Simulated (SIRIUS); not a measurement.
# WAu (F-43m) in SIRIUS: reference runs

Aim: a first look at WAu with PBE, on the cell as given, then over a range of volumes.

Everything below comes from runs of SIRIUS 7.10.0. Logs are shortened: lines on timing, memory, paths and dates and some standing lists are left out, and cuts for length are marked. The log counts tension as positive stress, the text compression.

**1. The crystal as given**

It takes space group F-43m (No. 216, cubic). The conventional cell has a = 5.818 Å, b = 5.818 Å, c = 5.818 Å, α = 90.00°, β = 90.00°, γ = 90.00°. W (site symmetry -43m) has 4 Au at 2.52 Å as nearest neighbours. Au (site symmetry -43m) has 4 W at 2.52 Å as nearest neighbours.

The cell was built by a generator and needn't be a form met in nature.

**2. Single point, PBE**

sirius.json

```json
{
  "control": {
    "processing_unit": "cpu",
    "verbosity": 2,
    "num_bands_to_print": 25,
    "print_forces": true,
    "print_stress": true
  },
  "parameters": {
    "electronic_structure_method": "pseudopotential",
    "xc_functionals": ["XC_GGA_X_PBE", "XC_GGA_C_PBE"],
    "gk_cutoff": 8.8,
    "pw_cutoff": 17.6,
    "ngridk": [8, 8, 8],
    "shiftk": [0, 0, 0],
    "smearing": "fermi_dirac",
    "smearing_width": 0.0018374661,
    "num_bands": 25,
    "num_mag_dims": 0,
    "num_dft_iter": 100,
    "energy_tol": 1e-08,
    "density_tol": 1e-06
  },
  "iterative_solver": {
    "type": "davidson",
    "min_tolerance": 1e-09,
    "tolerance_scale": [0.1, 0.25]
  },
  "mixer": {
    "type": "anderson",
    "beta": 0.7,
    "max_history": 8
  },
  "settings": {
    "tol_ne": 1e-10,
    "pseudo_grid_cutoff": 6.5
  },
  "unit_cell": {
    "lattice_vectors": [
      [0.0, 5.497610139023, 5.497610139023],
      [5.497610139023, 0.0, 5.497610139023],
      [5.497610139023, 5.497610139023, 0.0]
    ],
    "atom_coordinate_units": "lattice",
    "atom_types": ["W", "Au"],
    "atom_files": {
      "W": "W.json",
      "Au": "Au.json"
    },
    "atoms": {
      "W": [
        [0.0, 0.0, 0.0]
      ],
      "Au": [
        [0.75, 0.75, 0.75]
      ]
    }
  }
}
```

Potentials or basis: PseudoDojo 0.4.1 PBE standard (scalar relativistic).

The run is started by

```sh
upf_to_json W.upf
upf_to_json Au.upf
OMP_NUM_THREADS=1 sirius.scf --input=sirius.json --output=out.json --task=0
```

What it wrote:

```text
[info] SIRIUS version : 7.10.0
[info] number of MPI ranks           : 1
[info] MPI grid                      : 1 1
[info] maximum number of OMP threads : 1
[fft] FFT context for density and potential
[fft] =====================================
[fft]   comm size                             : 1
[fft]   plane wave cutoff                     : 17.6
[fft]   grid size                             : 48 48 48   total : 110592
[fft]   grid limits                           : -23 24   -23 24   -23 24
[fft]   number of G-vectors within the cutoff : 15366
[fft]   local number of G-vectors             : 15366
[fft]   number of G-shells                    : 833
[fft] FFT context for coarse grid
[fft] =====================================
[fft]   comm size                             : 1
[fft]   plane wave cutoff                     : 17.6
[fft]   grid size                             : 48 48 48   total : 110592
[fft]   grid limits                           : -23 24   -23 24   -23 24
[fft]   number of G-vectors within the cutoff : 15366
[fft]   local number of G-vectors             : 15366
[fft]   number of G-shells                    : 833
[unit cell] lattice vectors
[unit cell]   a1 :       0.0000000000      5.4976101390      5.4976101390
[unit cell]   a2 :       5.4976101390      0.0000000000      5.4976101390
[unit cell]   a3 :       5.4976101390      5.4976101390      0.0000000000
[unit cell] reciprocal lattice vectors
[unit cell]   b1 :      -0.5714469695      0.5714469695      0.5714469695
[unit cell]   b2 :       0.5714469695     -0.5714469695      0.5714469695
[unit cell]   b3 :       0.5714469695      0.5714469695     -0.5714469695
[unit cell] unit cell volume :       332.31642868 [a.u.^3]
[unit cell] 1/sqrt(omega)    :         0.05485599
[unit cell] MT volume        :         0.00000000 ( 0.00%)
[unit cell] IT volume        :       332.31642868 (100.00%)
[unit cell] number of atom types : 2
[unit cell] type id : 0 symbol :  W mt_radius :  13.950000 num_atoms : 1
[unit cell] type id : 1 symbol : Au mt_radius :  13.550000 num_atoms : 1
[unit cell] total number of atoms : 2
[unit cell] number of symmetry classes : 2
[unit cell] number of PAW atoms : 0
[unit cell] atom id  type id  class id             position                      vector_field
[unit cell] ------------------------------------------------------------------------------------------
[unit cell]      0        0        0      0.00000   0.00000   0.00000      0.00000   0.00000   0.00000
[unit cell]      1        1        1      0.75000   0.75000   0.75000      0.00000   0.00000   0.00000
[unit cell] atom id         position (Cartesian, a.u.)
[... 323 lines left out ...]
[find] valence_eval_sum               :     -21.50587943
[find] <rho|V^{XC}>                   :     -29.85438082
[find] <rho|E^{XC}>                   :     -42.43865915
[find] <mag|B^{XC}>                   :       0.00000000
[find] <rho|V^{H}>                    :     108.57820978
[find] one-electron contribution      :    -100.22970839 (Ha),    -200.45941678 (Ry)
[find] hartree contribution           :      54.28910489
[find] xc contribution                :     -42.43865915
[find] ewald contribution             :    -135.53153261
[find] PAW contribution               :       0.00000000
[find] smearing (-TS)                 :      -0.00071291
[find] SCF correction                 :       0.00001377
[find] Total energy                   :    -223.91078149 (Ha),    -447.82156297 (Ry)
[find] Free energy (E-TS)             :    -223.91149439 (Ha),    -447.82298879 (Ry)
[find] band gap (eV)                  :       0.00000000
[find] Efermi                         :       0.48024010
[find] iteration : 11, RMS : 1.677621834210e-07, energy difference : -5.389580337578e-09
[find] Hartree energy of density residual : 1.704603647470e-11
[find] bands are converged : true
[find] iterative solver converged : true
[find] converged after 12 SCF iterations!
[find] Charges and magnetic moments
[find] --------------------------------------------------------------------------------
[find] total charge          : 33.000000
[find] Energy
[find] --------------------------------------------------------------------------------
[find] valence_eval_sum               :     -21.50587943
[find] <rho|V^{XC}>                   :     -29.85438082
[find] <rho|E^{XC}>                   :     -42.43865915
[find] <mag|B^{XC}>                   :       0.00000000
[find] <rho|V^{H}>                    :     108.57820978
[find] one-electron contribution      :    -100.22970839 (Ha),    -200.45941678 (Ry)
[find] hartree contribution           :      54.28910489
[find] xc contribution                :     -42.43865915
[find] ewald contribution             :    -135.53153261
[find] PAW contribution               :       0.00000000
[find] smearing (-TS)                 :      -0.00071291
[find] SCF correction                 :       0.00001377
[find] Total energy                   :    -223.91078149 (Ha),    -447.82156297 (Ry)
[find] Free energy (E-TS)             :    -223.91149439 (Ha),    -447.82298879 (Ry)
[find] band gap (eV)                  :       0.00000000
[find] Efermi                         :       0.48024010
[ground_state] === stress tensor components [kbar] ===
[ground_state] === stress_kin ===
[ground_state] -36782.127598   -0.000000    0.000000
[ground_state]    -0.000000-36782.127598    0.000000
[ground_state]     0.000000    0.000000-36782.127598
[ground_state] === stress_har ===
[ground_state] -16021.280354   -0.000000    0.000000
[ground_state]    -0.000000-16021.280354    0.000000
[ground_state]     0.000000    0.000000-16021.280354
[ground_state] === stress_ewald ===
[ground_state] 39996.767033    0.000000    0.000000
[ground_state]     0.00000039996.767033   -0.000000
[ground_state]     0.000000   -0.00000039996.767033
[ground_state] === stress_vloc ===
[ground_state] 23124.912840    0.000000    0.000000
[ground_state]     0.00000023124.912840   -0.000000
[ground_state]     0.000000   -0.00000023124.912840
[ground_state] === stress_xc ===
[ground_state] -10812.461400   -0.000000    0.000000
[ground_state]    -0.000000-10812.461400    0.000000
[ground_state]     0.000000    0.000000-10812.461400
[ground_state] === stress_core ===
[ground_state] 19553.963686    0.000000   -0.000000
[ground_state]     0.00000019553.963686   -0.000000
[ground_state]    -0.000000   -0.00000019553.963686
[ground_state] === stress_nonloc ===
[ground_state] -19059.384413   -0.000000    0.000000
[ground_state]    -0.000000-19059.384413    0.000000
[ground_state]     0.000000    0.000000-19059.384413
[ground_state] === stress_us_nl ===
[ground_state] -19059.384413   -0.000000    0.000000
[ground_state]    -0.000000-19059.384413    0.000000
[ground_state]     0.000000    0.000000-19059.384413
[ground_state] === stress_total ===
[ground_state]     0.389795    0.000000   -0.000000
[ground_state]     0.000000    0.389795   -0.000000
[ground_state]    -0.000000   -0.000000    0.389795
[ground_state] ==== total Forces in Ha/bohr =====
[ground_state] atom:    0, force:       0.0000000      0.0000000     -0.0000000
[ground_state] atom:    1, force:       0.0000000      0.0000000      0.0000000
[ground_state] ==== ultrasoft contribution from Qij =====
[ground_state] atom:    0, force:       0.0000000      0.0000000      0.0000000
[ground_state] atom:    1, force:       0.0000000      0.0000000      0.0000000
[ground_state] ==== non-local contribution from Beta-projector =====
[ground_state] atom:    0, force:       0.0000000      0.0000000     -0.0000000
[ground_state] atom:    1, force:       0.0000000      0.0000000      0.0000000
[ground_state] ==== contribution from local potential =====
[... 6 lines left out ...]
[ground_state] atom:    0, force:       0.0000000      0.0000000      0.0000000
[ground_state] atom:    1, force:       0.0000000      0.0000000      0.0000000
[~DFT_ground_state] local op. applied: 21272
[~DFT_ground_state] evp. work count: 3497.23
[~DFT_ground_state] number of iterative solver steps: 1536
```

Wall time 73 s (1 thread of Arm Neoverse V2, shared host); peak memory 0.53 GiB.

What came out:

```
Free energy            : -6092.9422 eV
Pressure               : 0.0 GPa
Band gap on the k mesh : none (metal or under the smearing width)
```

Spin-orbit coupling is left out, which matters for the levels of Au, W.

**3. Single point, PBE, 23.14 Å³/atom (volume scaled by 0.94)**

Edit sirius.json of step 2 so:

```diff
@@ -39,5 +39,5 @@
     "lattice_vectors": [
-      [0.0, 5.497610139023, 5.497610139023],
-      [5.497610139023, 0.0, 5.497610139023],
-      [5.497610139023, 5.497610139023, 0.0]
+      [0.0, 5.385382523252, 5.385382523252],
+      [5.385382523252, 0.0, 5.385382523252],
+      [5.385382523252, 5.385382523252, 0.0]
     ],
```

Potentials or basis: PseudoDojo 0.4.1 PBE standard (scalar relativistic).

The run is started by

```sh
upf_to_json W.upf
upf_to_json Au.upf
OMP_NUM_THREADS=1 sirius.scf --input=sirius.json --output=out.json --task=0
```

Run time: 74 s. Hardware: 1 thread of Arm Neoverse V2, shared host; peak memory 0.48 GiB.

It converged, with:

```yaml
Free_energy: -6092.8635 eV
Pressure: 9.1 GPa
Band_gap_on_the_k_mesh: none (metal or under the smearing width)
```

**4. Single point, PBE, 23.64 Å³/atom (volume scaled by 0.96)**

Edit sirius.json of step 3 so:

```diff
@@ -39,5 +39,5 @@
     "lattice_vectors": [
-      [0.0, 5.385382523252, 5.385382523252],
-      [5.385382523252, 0.0, 5.385382523252],
-      [5.385382523252, 5.385382523252, 0.0]
+      [0.0, 5.423309001918, 5.423309001918],
+      [5.423309001918, 0.0, 5.423309001918],
+      [5.423309001918, 5.423309001918, 0.0]
     ],
```

The run is started by

```sh
upf_to_json W.upf
upf_to_json Au.upf
OMP_NUM_THREADS=1 sirius.scf --input=sirius.json --output=out.json --task=0
```

Run time: 75 s. Hardware: 1 thread of Arm Neoverse V2, shared host; peak memory 0.51 GiB.

It converged, with:

* Free energy: -6092.9087 eV
* Pressure: 5.7 GPa
* Band gap on the k mesh: none (metal or under the smearing width)

**5. Single point, PBE, 24.13 Å³/atom (volume scaled by 0.98)**

Edit sirius.json of step 4 so:

```diff
@@ -39,5 +39,5 @@
     "lattice_vectors": [
-      [0.0, 5.423309001918, 5.423309001918],
-      [5.423309001918, 0.0, 5.423309001918],
-      [5.423309001918, 5.423309001918, 0.0]
+      [0.0, 5.460712315009, 5.460712315009],
+      [5.460712315009, 0.0, 5.460712315009],
+      [5.460712315009, 5.460712315009, 0.0]
     ],
```

The run is started by

```sh
upf_to_json W.upf
upf_to_json Au.upf
OMP_NUM_THREADS=1 sirius.scf --input=sirius.json --output=out.json --task=0
```

Run time: 71 s. Hardware: 1 thread of Arm Neoverse V2, shared host; peak memory 0.49 GiB.

The run converged. Its results:

```
Free energy            : -6092.9342 eV
Pressure               : 2.6 GPa
Band gap on the k mesh : none (metal or under the smearing width)
```

**6. Single point, PBE, 25.11 Å³/atom (volume scaled by 1.02)**

Edit sirius.json of step 5 so:

```diff
@@ -39,5 +39,5 @@
     "lattice_vectors": [
-      [0.0, 5.460712315009, 5.460712315009],
-      [5.460712315009, 0.0, 5.460712315009],
-      [5.460712315009, 5.460712315009, 0.0]
+      [0.0, 5.534019214287, 5.534019214287],
+      [5.534019214287, 0.0, 5.534019214287],
+      [5.534019214287, 5.534019214287, 0.0]
     ],
```

Potentials or basis: PseudoDojo 0.4.1 PBE standard (scalar relativistic).

The run is started by

```sh
upf_to_json W.upf
upf_to_json Au.upf
OMP_NUM_THREADS=1 sirius.scf --input=sirius.json --output=out.json --task=0
```

It took 72 s on 1 thread of Arm Neoverse V2, shared host; peak memory 0.53 GiB.

It converged, with:

```yaml
Free_energy: -6092.9346 eV
Pressure: -2.4 GPa
Band_gap_on_the_k_mesh: none (metal or under the smearing width)
```

**7. Single point, PBE, 25.61 Å³/atom (volume scaled by 1.04)**

Edit sirius.json of step 6 so:

```diff
@@ -39,5 +39,5 @@
     "lattice_vectors": [
-      [0.0, 5.534019214287, 5.534019214287],
-      [5.534019214287, 0.0, 5.534019214287],
-      [5.534019214287, 5.534019214287, 0.0]
+      [0.0, 5.569955410911, 5.569955410911],
+      [5.569955410911, 0.0, 5.569955410911],
+      [5.569955410911, 5.569955410911, 0.0]
     ],
```

The run is started by

```sh
upf_to_json W.upf
upf_to_json Au.upf
OMP_NUM_THREADS=1 sirius.scf --input=sirius.json --output=out.json --task=0
```

Run time: 74 s. Hardware: 1 thread of Arm Neoverse V2, shared host; peak memory 0.54 GiB.

It converged, with:

```yaml
Free_energy: -6092.9133 eV
Pressure: -4.5 GPa
Band_gap_on_the_k_mesh: none (metal or under the smearing width)
```

(Part 1 of 2 ends here.)
